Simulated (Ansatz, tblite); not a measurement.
**GeHMe2(SiH3) (C₂H₁₀GeSi): one state, many levels**

How do method and basis change the picture of GeHMe2(SiH3) (C₂H₁₀GeSi) (singlet)?

Computed with Ansatz 0.2.0, Gaussian basis. Level: as each input shows.

The runs, in order: GFN1-xTB, GFN2-xTB, PBE-D4/def2-TZVP, r2SCAN-D4/def2-TZVP, HSE06-D4/def2-TZVP, revPBE-D4/def2-TZVP, LC-ωPBE/def2-TZVP, PBE-D4/def2-SVP, PBE0-D4/def2-SVP, HF/6-31G, B3LYP-D4/6-31G, CCSD(T)/def2-TZVP, RPA/def2-TZVP.

2 further runs of the same task are left out: 2 set aside as unsound or not needed.

## (1) The geometry

The geometry is that of the singlet, from an earlier relaxation (r2SCAN-D4/def2-SVP).

14 atoms, charge 0, spin multiplicity 1.

Bond lengths: Ge1–H2 1.545 Å, Ge1–C3 1.962 Å, Ge1–C7 1.962 Å, Ge1–Si11 2.384 Å, C3–H4 1.101 Å, C3–H5 1.101 Å, C3–H6 1.100 Å, C7–H8 1.100 Å, C7–H9 1.101 Å, C7–H10 1.101 Å, Si11–H12 1.497 Å, Si11–H13 1.498 Å, Si11–H14 1.497 Å. Angles: H2–Ge1–C3 108.9°, H2–Ge1–C7 108.9°, H2–Ge1–Si11 109.3°, C3–Ge1–C7 109.4°, C3–Ge1–Si11 110.2°, C7–Ge1–Si11 110.2°, Ge1–C3–H4 110.2°, Ge1–C3–H5 110.4°, Ge1–C3–H6 111.1°, H4–C3–H5 108.4°, H4–C3–H6 108.4°, H5–C3–H6 108.4°, Ge1–C7–H8 111.1°, Ge1–C7–H9 110.4°, Ge1–C7–H10 110.2°, H8–C7–H9 108.4°, H8–C7–H10 108.4°, H9–C7–H10 108.4° and more.

PBE0-D4/def2-TZVP was run before; its log isn't repeated, and its numbers join the tables.

## (2) GFN1-xTB

Tight binding, by tblite at 300 K electronic temperature and without a spin-polarisation term:

```python
tblite.interface.Calculator('GFN1-xTB', numbers, positions, charge=0, uhf=0).singlepoint()
```

Energy -357.1976 eV, HOMO -11.31 eV, LUMO -6.60 eV; 0.028 s.

## (3) GFN2-xTB

Tight binding, by tblite at 300 K electronic temperature and without a spin-polarisation term:

```python
tblite.interface.Calculator('GFN2-xTB', numbers, positions, charge=0, uhf=0).singlepoint()
```

Energy -354.2973 eV, HOMO -10.01 eV, LUMO -5.22 eV; 0.016 s.

## (4) PBE-D4/def2-TZVP

start.molden holds the orbitals of an earlier run on this state, given as this run's starting guess.

Contents of in.yaml:

```yaml
crystal:
  periodic: [false, false, false]
  atoms:
    - {symbol: Ge, position_ang: [0.066293, 0.121172, 0.569660]}
    - {symbol: H, position_ang: [0.066574, 0.138742, 2.114717]}
    - {symbol: C, position_ang: [1.922522, 0.129362, -0.064654]}
    - {symbol: H, position_ang: [2.439885, 1.035646, 0.286452]}
    - {symbol: H, position_ang: [1.951355, 0.117336, -1.165010]}
    - {symbol: H, position_ang: [2.471584, -0.748944, 0.306320]}
    - {symbol: C, position_ang: [-0.852214, 1.727241, -0.082339]}
    - {symbol: H, position_ang: [-1.890403, 1.763897, 0.279940]}
    - {symbol: H, position_ang: [-0.868078, 1.739575, -1.182936]}
    - {symbol: H, position_ang: [-0.330535, 2.631531, 0.267520]}
    - {symbol: Si, position_ang: [-1.057103, -1.837274, -0.195788]}
    - {symbol: H, position_ang: [-0.391070, -3.080255, 0.306988]}
    - {symbol: H, position_ang: [-1.043643, -1.880339, -1.693599]}
    - {symbol: H, position_ang: [-2.485147, -1.857682, 0.252740]}
basis:
  gaussian: {orbitals: def2-TZVP, initial_orbitals: start.molden}
hamiltonian: {xc: pbe, dispersion: d4}
scf: {omitted_lower_state_checks: [starts]}
output: {orbitals: {seedname: orbitals}}
```

Launch:

```console
ansatz run in.yaml --threads 4 --pin off --events-out ev --progress --plain --max-ram 4787MiB
```

The log of the run:

```text
Functional definition: PBE
  name "PBE"
  cite "Perdew, Burke & Ernzerhof, Phys. Rev. Lett. 77, 3865 (1996) doi:10.1103/PhysRevLett.77.3865"
  parent pbe
  parameter kappa = 0.804
  parameter beta = 0.06672455060314922
  exchange = pbe_x(kappa = kappa, mu = beta*pi^2/3)
  correlation = pbe_c(beta = beta)
these checks for a lower state are left out or cut short: starts
1410 factors; their error is unknown
mean field evaluation 1: about -66618.1406 eV, gradient 1.2e1 eV
mean field evaluation 2: about -66618.2626 eV, gradient 1.4e-1 eV
mean field evaluation 4: about -66618.2185 eV, gradient 2.5e-4 eV
mean field -66618.21851589 eV, -2448.1743750085 hartree, gradient 2.6e-5 eV, S^2 0.000000; 0 other end points of the search recorded, 0 dependent functions left out
reference -66618.21856763 eV, -2448.1743769100 hartree; 34, 34 occupied and 173, 173 virtual orbitals, 1410 factors
Total energy: -66618.50538383 eV, -2448.1849172110 hartree
Checks for a lower state left out: starts
```

It took 3.9 s on 4 threads of Intel Xeon at 2.50GHz, shared host.

From the report: HOMO -6.62 eV, LUMO -0.31 eV.

## (5) r2SCAN-D4/def2-TZVP

in.yaml, as its differences from that of step 4:

```diff
@@ -19,3 +19,3 @@
   gaussian: {orbitals: def2-TZVP, initial_orbitals: start.molden}
-hamiltonian: {xc: pbe, dispersion: d4}
+hamiltonian: {xc: r2scan, dispersion: d4}
 scf: {omitted_lower_state_checks: [starts]}
```

The command is unchanged.

The log of the run:

```text
Functional definition: r2SCAN
  name "r2SCAN"
  cite "Furness, Kaplan, Ning, Perdew & Sun, J. Phys. Chem. Lett. 11, 8208 (2020) doi:10.1021/acs.jpclett.0c02405"
  cite "Furness, Kaplan, Ning, Perdew & Sun, J. Phys. Chem. Lett. 11, 9248 (2020) doi:10.1021/acs.jpclett.0c03077"
  parent r2scan
  parameter k0 = 0.174
  parameter k1 = 0.065
  parameter a1 = 4.9479
  exchange = r2scan_x(k0 = k0, k1 = k1, a1 = a1)
  correlation = r2scan_c
these checks for a lower state are left out or cut short: starts
1410 factors; their error is unknown
mean field evaluation 1: about -66631.9701 eV, gradient 7.6e0 eV
mean field evaluation 2: about -66632.0160 eV, gradient 6.0e-2 eV
mean field evaluation 4: about -66631.9816 eV, gradient 1.5e-4 eV
mean field -66631.98161453 eV, -2448.6801595547 hartree, gradient 1.0e-5 eV, S^2 0.000000; 0 other end points of the search recorded, 0 dependent functions left out
reference -66631.98162973 eV, -2448.6801601132 hartree; 34, 34 occupied and 173, 173 virtual orbitals, 1410 factors
Total energy: -66632.05537937 eV, -2448.6828703625 hartree
Checks for a lower state left out: starts
```

Run time: 6 s. Hardware: 4 threads of Intel Xeon at 2.50GHz, shared host.

From the report: HOMO -6.87 eV, LUMO 0.00 eV.

## (6) HSE06-D4/def2-TZVP

in.yaml, as its differences from that of step 5:

```diff
@@ -19,4 +19,4 @@
   gaussian: {orbitals: def2-TZVP, initial_orbitals: start.molden}
-hamiltonian: {xc: r2scan, dispersion: d4}
+hamiltonian: {xc: hse06, dispersion: d4}
 scf: {omitted_lower_state_checks: [starts]}
-output: {orbitals: {seedname: orbitals}}
+output: {forces: true, orbitals: {seedname: orbitals}}
```

The command is unchanged.

The log of the run, shortened:

```text
Functional definition: HSE06
  name "HSE06"
  cite "Heyd, Scuseria & Ernzerhof, J. Chem. Phys. 118, 8207 (2003) doi:10.1063/1.1564060"
  cite "Krukau, Vydrov, Izmaylov & Scuseria, J. Chem. Phys. 125, 224106 (2006) doi:10.1063/1.2404663"
  cite "Heyd & Scuseria, J. Chem. Phys. 120, 7274 (2004) doi:10.1063/1.1668634"
  cite "Ernzerhof & Perdew, J. Chem. Phys. 109, 3313 (1998) doi:10.1063/1.476928"
  cite "Perdew, Burke & Ernzerhof, Phys. Rev. Lett. 77, 3865 (1996) doi:10.1103/PhysRevLett.77.3865"
  parent pbe
[...]
  # The whole range is PBE's own exchange, as in plane waves. The composition of these papers is wPBEh.
[...]
1469 factors; their error is unknown
113 factors; integrals over basis functions are off by at most 6.4e-7 eV
[...]
Atom 5 at     2.471584    -0.748944     0.306320 Å, force    -0.161781     0.243007    -0.099873 eV/Å
Atom 6 at    -0.852214     1.727241    -0.082339 Å, force    -0.152411     0.269147    -0.103098 eV/Å
Atom 7 at    -1.890403     1.763897     0.279940 Å, force     0.291154    -0.019021    -0.097123 eV/Å
Atom 8 at    -0.868078     1.739575    -1.182936 Å, force     0.007758    -0.008932     0.305362 eV/Å
Atom 9 at    -0.330535     2.631531     0.267520 Å, force    -0.140065    -0.253523    -0.094636 eV/Å
Atom 10 at    -1.057103    -1.837274    -0.195788 Å, force    -0.077194    -0.141723    -0.059679 eV/Å
Atom 11 at    -0.391070    -3.080255     0.306988 Å, force    -0.060083     0.119852    -0.046028 eV/Å
Atom 12 at    -1.043643    -1.880339    -1.693599 Å, force    -0.002566     0.002785     0.142435 eV/Å
Atom 13 at    -2.485147    -1.857682     0.252740 Å, force     0.133140     0.005647    -0.038418 eV/Å
Dipole moment:     0.094296     0.163210    -0.049478 e Å
Checks for a lower state left out: starts
```

Run time: 10 s. Hardware: 4 threads of Intel Xeon at 2.50GHz, shared host.

From the report: HOMO -7.32 eV, LUMO 0.10 eV.

## (7) revPBE-D4/def2-TZVP

in.yaml, as its differences from that of step 6:

```diff
@@ -19,4 +19,4 @@
   gaussian: {orbitals: def2-TZVP, initial_orbitals: start.molden}
-hamiltonian: {xc: hse06, dispersion: d4}
+hamiltonian: {xc: {name: revPBE}, dispersion: d4}
 scf: {omitted_lower_state_checks: [starts]}
-output: {forces: true, orbitals: {seedname: orbitals}}
+output: {orbitals: {seedname: orbitals}}
```

Same command.

The log of the run:

```text
Functional definition: revPBE
  name "revPBE"
  cite "Zhang & Yang, Phys. Rev. Lett. 80, 890 (1998) doi:10.1103/PhysRevLett.80.890"
  cite "Perdew, Burke & Ernzerhof, Phys. Rev. Lett. 77, 3865 (1996) doi:10.1103/PhysRevLett.77.3865"
  parameter kappa = 1.245
  parameter beta = 0.06672455060314922
  exchange = pbe_x(kappa = kappa, mu = beta*pi^2/3)
  correlation = pbe_c(beta = beta)
these checks for a lower state are left out or cut short: starts
1410 factors; their error is unknown
mean field evaluation 1: about -66627.6493 eV, gradient 1.1e1 eV
mean field evaluation 2: about -66627.7450 eV, gradient 1.1e-1 eV
mean field evaluation 4: about -66627.7004 eV, gradient 2.0e-4 eV
mean field -66627.70038624 eV, -2448.5228273170 hartree, gradient 1.8e-5 eV, S^2 0.000000; 0 other end points of the search recorded, 0 dependent functions left out
reference -66627.70045117 eV, -2448.5228297031 hartree; 34, 34 occupied and 173, 173 virtual orbitals, 1410 factors
Total energy: -66628.49388017 eV, -2448.5519876812 hartree
Checks for a lower state left out: starts
```

Run time: 3.5 s. Hardware: 4 threads of Intel Xeon at 2.50GHz, shared host.

From the report: HOMO -6.58 eV, LUMO -0.22 eV.

## (8) LC-ωPBE/def2-TZVP

in.yaml, as its differences from that of step 7:

```diff
@@ -19,3 +19,3 @@
   gaussian: {orbitals: def2-TZVP, initial_orbitals: start.molden}
-hamiltonian: {xc: {name: revPBE}, dispersion: d4}
+hamiltonian: {xc: {name: LC-wPBE}}
 scf: {omitted_lower_state_checks: [starts]}
```

Launched as before.

The log of the run, shortened:

```text
Functional definition: LC-wPBE
  name "LC-wPBE"
  cite "Vydrov & Scuseria, J. Chem. Phys. 125, 234109 (2006) doi:10.1063/1.2409292"
  cite "Heyd & Scuseria, J. Chem. Phys. 120, 7274 (2004) doi:10.1063/1.1668634"
  cite "Ernzerhof & Perdew, J. Chem. Phys. 109, 3313 (1998) doi:10.1063/1.476928"
  cite "Perdew, Burke & Ernzerhof, Phys. Rev. Lett. 77, 3865 (1996) doi:10.1103/PhysRevLett.77.3865"
  parent pbe
[...]
1410 factors; their error is unknown
508 factors; integrals over basis functions are off by at most 1.8e-5 eV
[...]
mean field -66623.40840230 eV, -2448.3650998162 hartree, gradient 1.7e-5 eV, S^2 0.000000; 0 other end points of the search recorded, 0 dependent functions left out
reference -66623.40840230 eV, -2448.3650998165 hartree; 34, 34 occupied and 173, 173 virtual orbitals, 1410 factors
Total energy: -66623.40840230 eV, -2448.3650998165 hartree
Checks for a lower state left out: starts
```

It took 5.5 s on 4 threads of Intel Xeon at 2.50GHz, shared host.

HOMO -10.27 eV, LUMO 2.55 eV.

## (9) PBE-D4/def2-SVP

in.yaml, as its differences from that of step 8:

```diff
@@ -18,4 +18,4 @@
 basis:
-  gaussian: {orbitals: def2-TZVP, initial_orbitals: start.molden}
-hamiltonian: {xc: {name: LC-wPBE}}
+  gaussian: {orbitals: def2-SVP, initial_orbitals: start.molden}
+hamiltonian: {xc: pbe, dispersion: d4}
 scf: {omitted_lower_state_checks: [starts]}
```

Launched as before.

The log of the run:

```text
Functional definition: PBE
  name "PBE"
  cite "Perdew, Burke & Ernzerhof, Phys. Rev. Lett. 77, 3865 (1996) doi:10.1103/PhysRevLett.77.3865"
  parent pbe
  parameter kappa = 0.804
  parameter beta = 0.06672455060314922
  exchange = pbe_x(kappa = kappa, mu = beta*pi^2/3)
  correlation = pbe_c(beta = beta)
these checks for a lower state are left out or cut short: starts
1443 factors; their error is unknown
mean field evaluation 1: about -66605.7378 eV, gradient 8.6e0 eV
mean field evaluation 2: about -66605.9084 eV, gradient 1.4e-1 eV
mean field evaluation 4: about -66605.8167 eV, gradient 1.5e-4 eV
mean field -66605.81665692 eV, -2447.7186150979 hartree, gradient 1.3e-5 eV, S^2 0.000000; 0 other end points of the search recorded, 0 dependent functions left out
reference -66605.81669840 eV, -2447.7186166221 hartree; 34, 34 occupied and 94, 94 virtual orbitals, 1443 factors
Total energy: -66606.10351460 eV, -2447.7291569231 hartree
Checks for a lower state left out: starts
```

Wall time 2.5 s (4 threads of Intel Xeon at 2.50GHz, shared host).

From the report: HOMO -6.58 eV, LUMO -0.02 eV.

## (10) PBE0-D4/def2-SVP

in.yaml, as its differences from that of step 9:

```diff
@@ -19,3 +19,3 @@
   gaussian: {orbitals: def2-SVP, initial_orbitals: start.molden}
-hamiltonian: {xc: pbe, dispersion: d4}
+hamiltonian: {xc: pbe0, dispersion: d4}
 scf: {omitted_lower_state_checks: [starts]}
```

The command is unchanged.

The log of the run:

```text
Functional definition: PBE0
  name "PBE0"
  cite "Adamo & Barone, J. Chem. Phys. 110, 6158 (1999) doi:10.1063/1.478522"
  cite "Perdew, Burke & Ernzerhof, Phys. Rev. Lett. 77, 3865 (1996) doi:10.1103/PhysRevLett.77.3865"
  parent pbe
  parameter a = 0.25
  parameter kappa = 0.804
  parameter beta = 0.06672455060314922
  exchange = (1 - a)*pbe_x(kappa = kappa, mu = beta*pi^2/3) + a*exact_x
  correlation = pbe_c(beta = beta)
these checks for a lower state are left out or cut short: starts
1482 factors; their error is unknown
mean field evaluation 1: about -66608.6406 eV, gradient 5.2e0 eV
mean field evaluation 2: about -66608.7128 eV, gradient 5.6e-2 eV
mean field evaluation 4: about -66608.8907 eV, gradient 6.6e-5 eV
mean field -66608.89069459 eV, -2447.8315838984 hartree, gradient 6.5e-5 eV, S^2 0.000000; 0 other end points of the search recorded, 0 dependent functions left out
reference -66608.89072665 eV, -2447.8315850767 hartree; 34, 34 occupied and 94, 94 virtual orbitals, 1482 factors
Total energy: -66609.13706020 eV, -2447.8406376677 hartree
Checks for a lower state left out: starts
```

Wall time 3 s (4 threads of Intel Xeon at 2.50GHz, shared host).

From the report: HOMO -7.72 eV, LUMO 0.78 eV.

## (11) HF/6-31G

in.yaml, as its differences from that of step 10:

```diff
@@ -18,4 +18,4 @@
 basis:
-  gaussian: {orbitals: def2-SVP, initial_orbitals: start.molden}
-hamiltonian: {xc: pbe0, dispersion: d4}
+  gaussian: {orbitals: 6-31G}
+hamiltonian: {xc: hf}
 scf: {omitted_lower_state_checks: [starts]}
```

The command is unchanged.

The log of the run:

```text
Functional definition: HF
  name "HF"
  cite "Fock, Z. Phys. 61, 126 (1930) doi:10.1007/BF01340294"
  parent pbe
  exchange = exact_x
  correlation = 0
these checks for a lower state are left out or cut short: starts
964 factors; integrals over basis functions are off by at most 4.1e-4 eV
mean field evaluation 1: about -66541.5372 eV, gradient 2.5e1 eV
mean field evaluation 2: about -66541.5371 eV, gradient 2.5e1 eV
mean field evaluation 4: about -66543.4325 eV, gradient 2.3e0 eV
mean field evaluation 8: about -66543.4522 eV, gradient 4.1e-5 eV
mean field -66543.45216248 eV, -2445.4267621993 hartree, gradient 8.0e-5 eV, S^2 0.000000; 0 other end points of the search recorded, 0 dependent functions left out
reference -66543.45216248 eV, -2445.4267621993 hartree; 34, 34 occupied and 46, 46 virtual orbitals, 964 factors
Total energy: -66543.45216248 eV, -2445.4267621993 hartree
Checks for a lower state left out: starts
```

Wall time 1.4 s (4 threads of Intel Xeon at 2.50GHz, shared host).

Report: HOMO -10.21 eV, LUMO 3.90 eV.

## (12) B3LYP-D4/6-31G

in.yaml, as its differences from that of step 11:

```diff
@@ -19,3 +19,3 @@
   gaussian: {orbitals: 6-31G}
-hamiltonian: {xc: hf}
+hamiltonian: {xc: {name: B3LYP}, dispersion: d4}
 scf: {omitted_lower_state_checks: [starts]}
```

The command is unchanged.

The log of the run, shortened:

```text
Functional definition: B3LYP
  name "B3LYP"
  cite "Stephens, Devlin, Chabalowski & Frisch, J. Phys. Chem. 98, 11623 (1994) doi:10.1021/j100096a001"
  cite "Becke, Phys. Rev. A 38, 3098 (1988) doi:10.1103/PhysRevA.38.3098"
  cite "Lee, Yang & Parr, Phys. Rev. B 37, 785 (1988) doi:10.1103/PhysRevB.37.785"
  cite "Vosko, Wilk & Nusair, Can. J. Phys. 58, 1200 (1980) doi:10.1139/p80-159"
[...]
964 factors; integrals over basis functions are off by at most 4.1e-4 eV
[...]
mean field -66624.13281492 eV, -2448.3917214892 hartree, gradient 5.4e-5 eV, S^2 0.000000; 0 other end points of the search recorded, 0 dependent functions left out
reference -66624.13308085 eV, -2448.3917312618 hartree; 34, 34 occupied and 46, 46 virtual orbitals, 964 factors
Total energy: -66624.59322107 eV, -2448.4086411029 hartree
Checks for a lower state left out: starts
```

Wall time 2.6 s (4 threads of Intel Xeon at 2.50GHz, shared host).

From the report: HOMO -7.47 eV, LUMO 0.89 eV.

## (13) CCSD(T)/def2-TZVP

in.yaml, as its differences from that of step 12:

```diff
@@ -18,4 +18,4 @@
 basis:
-  gaussian: {orbitals: 6-31G}
-hamiltonian: {xc: {name: B3LYP}, dispersion: d4}
+  gaussian: {orbitals: def2-TZVP, initial_orbitals: start.molden}
+correlation: {method: ccsd_t}
 scf: {omitted_lower_state_checks: [starts]}
```

Same command.

The log of the run, shortened:

```text
Functional definition: HF
  name "HF"
  cite "Fock, Z. Phys. 61, 126 (1930) doi:10.1007/BF01340294"
  parent pbe
[...]
1433 factors; integrals over basis functions are off by at most 1.4e-3 eV
[...]
mean field -66556.42567619 eV, -2445.9035300343 hartree, gradient 2.4e-6 eV, S^2 0.000000; 0 other end points of the search recorded, 0 dependent functions left out
16 core orbitals not correlated: weight in the atoms' cores, before any rotation towards them, 1.000 or more for the frozen orbitals, at most 0.000 for the correlated occupied ones
reference -66556.42567619 eV, -2445.9035300343 hartree; 18, 18 occupied and 173, 173 virtual orbitals, 1433 factors
second order -19.77283290 eV of doubles, -0.00000000 eV of singles
cycle   1  -20.70299682 eV  change   -9.3e-1 eV  update   1.0e-1
[...]
cycle   8  -21.44220973 eV  change   -1.4e-5 eV  update   2.6e-5
perturbative correction -0.77081368 eV, -0.0283268802 hartree
Total energy: -66578.63869960 eV, -2446.7198435880 hartree
Checks for a lower state left out: starts
```

It took 1.9 min on 4 threads of Intel Xeon at 2.50GHz, shared host; peak memory 2.9 GiB.

Report: Hartree-Fock HOMO -10.27 eV, LUMO 3.20 eV; T1 0.011.

## (14) RPA/def2-TZVP

in.yaml, as its differences from that of step 13:

```diff
@@ -19,4 +19,4 @@
   gaussian: {orbitals: def2-TZVP, initial_orbitals: start.molden}
-correlation: {method: ccsd_t}
+hamiltonian: {xc: pbe}
+correlation: {method: rpa}
 scf: {omitted_lower_state_checks: [starts]}
-output: {orbitals: {seedname: orbitals}}
```

Launched as before.

The log of the run, shortened:

```text
Functional definition: PBE
  name "PBE"
  cite "Perdew, Burke & Ernzerhof, Phys. Rev. Lett. 77, 3865 (1996) doi:10.1103/PhysRevLett.77.3865"
  parent pbe
[...]
1433 factors; integrals over basis functions are off by at most 1.4e-3 eV
[...]
mean field -66618.21843970 eV, -2448.1743722087 hartree, gradient 7.6e-6 eV, S^2 0.000000; 0 other end points of the search recorded, 0 dependent functions left out
16 core orbitals not correlated: weight in the atoms' cores, before any rotation towards them, 1.000 or more for the frozen orbitals, at most 0.000 for the correlated occupied ones
reference -66554.74124442 eV, -2445.8416283087 hartree; 18, 18 occupied and 173, 173 virtual orbitals, 1433 factors
Total energy: -66588.90640524 eV, -2447.0971748108 hartree
Checks for a lower state left out: starts
```

Wall time 8 s (4 threads of Intel Xeon at 2.50GHz, shared host).

## (15) Comparison

```tsv
level	functions	HOMO (eV)	LUMO (eV)	gap (eV)	time
HF/6-31G	80	-10.21	3.90	14.10	1.4 s
PBE-D4/def2-SVP	128	-6.58	-0.02	6.56	2.5 s
PBE-D4/def2-TZVP	207	-6.62	-0.31	6.31	3.9 s
revPBE-D4/def2-TZVP	207	-6.58	-0.22	6.36	3.5 s
r2SCAN-D4/def2-TZVP	207	-6.87	0.00	6.87	6 s
B3LYP-D4/6-31G	80	-7.47	0.89	8.35	2.6 s
PBE0-D4/def2-SVP	128	-7.72	0.78	8.50	3 s
PBE0-D4/def2-TZVP	207	-7.71	0.48	8.19	6 s
HSE06-D4/def2-TZVP	207	-7.32	0.10	7.43	10 s
LC-ωPBE/def2-TZVP	207	-10.27	2.55	12.82	5.5 s
```

Energy pieces by basis (eV):

```tsv
basis	HF	MP2 correlation	CCSD correlation	(T)	total
def2-TZVP	-66556.4257	-19.7728	-21.4422	-0.7708	-66578.6387
```

## (16) Binding energy

Free atoms were run apart at each level; binding is atoms less cluster, divided by the number of atoms, without zero-point or spin-orbit terms.

Differences are taken before rounding.

```tsv
method	binding an atom (eV)	from CCSD(T)/def2-TZVP (eV)	time
HF/6-31G	2.471	-0.866	1.4 s
HF/def2-TZVP	2.621	-0.715	
PBE-D4/def2-SVP	3.450	+0.113	2.5 s
PBE-D4/def2-TZVP	3.445	+0.108	3.9 s
revPBE-D4/def2-TZVP	3.388	+0.051	3.5 s
r2SCAN-D4/def2-TZVP	3.447	+0.110	6 s
B3LYP-D4/6-31G	3.368	+0.031	2.6 s
PBE0-D4/def2-SVP	3.439	+0.102	3 s
PBE0-D4/def2-TZVP	3.430	+0.094	6 s
HSE06-D4/def2-TZVP	3.431	+0.095	10 s
LC-ωPBE/def2-TZVP	3.415	+0.078	5.5 s
MP2/def2-TZVP	3.316	-0.021	
CCSD/def2-TZVP	3.307	-0.030	
CCSD(T)/def2-TZVP	3.337	0	1.9 min
```

Among the levels timed on like hardware and quicker than the yardstick, those that no quicker one beats, quickest first: HF/6-31G (1.4 s, -0.866 eV); PBE-D4/def2-SVP (2.5 s, +0.113 eV); B3LYP-D4/6-31G (2.6 s, +0.031 eV).

## (17) What came out

| quantity | value |
| --- | --- |
| gap in def2-TZVP, named functionals, smallest and largest | 6.31 eV (PBE-D4), 12.82 eV (LC-ωPBE) |
| correlation energy, CCSD(T)/def2-TZVP | -22.21 eV |
| binding an atom, CCSD(T)/def2-TZVP | 3.337 eV |
| PBE0 total energy, smallest basis above largest | 12.24 eV (def2-SVP, def2-TZVP) |

**Reading.** Orbital gaps of the named functionals in def2-TZVP span 6.31 eV (PBE-D4) to 12.82 eV (LC-ωPBE); exact exchange widens it. A small miss in a minimal or small basis is a cancelling of errors, not accuracy. The functionals in def2-TZVP miss CCSD(T)/def2-TZVP by +0.051 (revPBE-D4) to +0.110 eV (r2SCAN-D4) an atom. The reference is CCSD(T) in one finite basis, so it carries an error of its own, often a tenth of an eV or more, and near misses can't be ranked.

B3LYP-D4/6-31G reaches 0.031 eV from the reference in 2.6 s, where CCSD(T)/def2-TZVP took 1.9 min; the quickest level in the cost chart, HF/6-31G, takes 1.4 s and misses by 0.866 eV. The slowest run with a step of its own, CCSD(T)/def2-TZVP, took 1.9 min; the quickest functional in def2-TZVP took 3.5 s (shared host).
